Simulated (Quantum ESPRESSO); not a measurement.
# Si3S in Quantum ESPRESSO: the effect of functional

Si3S:

```
Si S
1.0
    -2.52548    2.52548    2.52548
     2.52548   -2.52548    2.52548
     2.52548    2.52548   -2.52548
Si S
3 1
Direct
  0.00000 0.50000 0.50000
  0.50000 0.00000 0.50000
  0.50000 0.50000 0.00000
  0.00000 0.00000 0.00000
```

The cell was built by a generator and needn't be a form met in nature.

Alike in all runs:

```yaml
Program: Quantum ESPRESSO 7.5
Task: phonons
k_mesh: 6 × 6 × 6, shifted
Occupations: fermi-dirac, width 0.05 eV
Spin: no spin polarisation
```

Each run relaxes the cell or the atoms first.

```csv
functional,potentials or basis,cutoff,relaxed volume (Å³/atom),highest phonon frequency (cm⁻¹)
LDA,PseudoDojo 0.4.1 SR LDA standard,735 eV,?,?
PBEsol,PseudoDojo 0.4.1 SR PBEsol standard,707 eV,15.55,354
PW91,PseudoDojo 0.4.1 SR PBE standard,707 eV,16.13,315
AM05,PseudoDojo 0.4.1 SR PBE standard,707 eV,15.49,366
WC,PseudoDojo 0.4.1 SR PBE standard,707 eV,15.77,345
```

Task: What does the run with functional LDA give?

Result: Relaxed volume 15.30 Å³/atom; highest phonon frequency 351 cm⁻¹.

Caveats: the mesh is thin for the phonons of a metal; some modes are imaginary; the potentials were made for another functional, which shifts forces and pressure (some runs).

Runs at the PBE level aren't shown here.
